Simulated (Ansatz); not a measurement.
Run this with the Ansatz DFT code, driven from Python and show what comes out.

Contents of `ch3alcl2s.xyz`:
```text
8

C     0.63690   -0.75910    1.06600
S     1.40970   -0.06910   -0.43240
Al   -0.51320    0.82380   -1.33980
Cl   -1.70150   -0.40640   -2.62260
Cl   -1.08600    2.87380   -0.81650
H     1.34050   -1.20680    1.69000
H     0.16020    0.11880    1.63710
H    -0.15450   -1.43220    0.76230
```

Script `ch3alcl2s_spin.py`:
```python
import warnings

import ansatz as az

BASIS = 'def2-TZVP'
XC = 'b3lyp'


def main() -> None:
    warnings.simplefilter('ignore', az.DeckWarning)

    system = az.Crystal.molecule_from_extxyz('ch3alcl2s.xyz')

    setup = system.calculation().basis(gaussian=BASIS).functional(XC)
    found = {}
    for unpaired in [0, 2]:
        report = setup.spin('collinear', total=unpaired).run(threads=1).report
        s = unpaired / 2
        found[unpaired] = report['free_energy_ev']
        print(f'2S+1 = {unpaired + 1}: E = {found[unpaired]:.5f} eV, <S^2> = {abs(report["mean_field"]["state"]["spin_squared"]):.3f} (pure state {s * (s + 1):.2f})')
    lowest = min(found, key=found.get)
    for unpaired, e in found.items():
        print(f'multiplicity {unpaired + 1}: {96.485332 * (e - found[lowest]):.1f} kJ/mol above the lowest')


if __name__ == '__main__':
    main()
```

```console
$ python ch3alcl2s_spin.py
2S+1 = 1: E = -43571.70796 eV, <S^2> = 0.000 (pure state 0.00)
2S+1 = 3: E = -43567.81921 eV, <S^2> = 2.006 (pure state 2.00)
multiplicity 1: 0.0 kJ/mol above the lowest
multiplicity 3: 375.2 kJ/mol above the lowest
```

In order: multiplicity 1 (+0.00 eV) and multiplicity 3 (+3.89 eV), all at the one geometry.

Caveats:
- Total energies depend on the basis set; only differences at equal settings carry meaning.
- The geometry is a force-field or estimated start, not a minimum of this method, and the basis set is short of its limit. All parts are taken at fixed geometry, without zero-point energy.
- b3lyp holds the VWN-RPA fit, as in Gaussian; the form of ORCA and Turbomole is b3lyp5.
- It ran for 110 s on 1 thread of Arm Neoverse V2, on a shared host, peak memory 1.1 GiB.
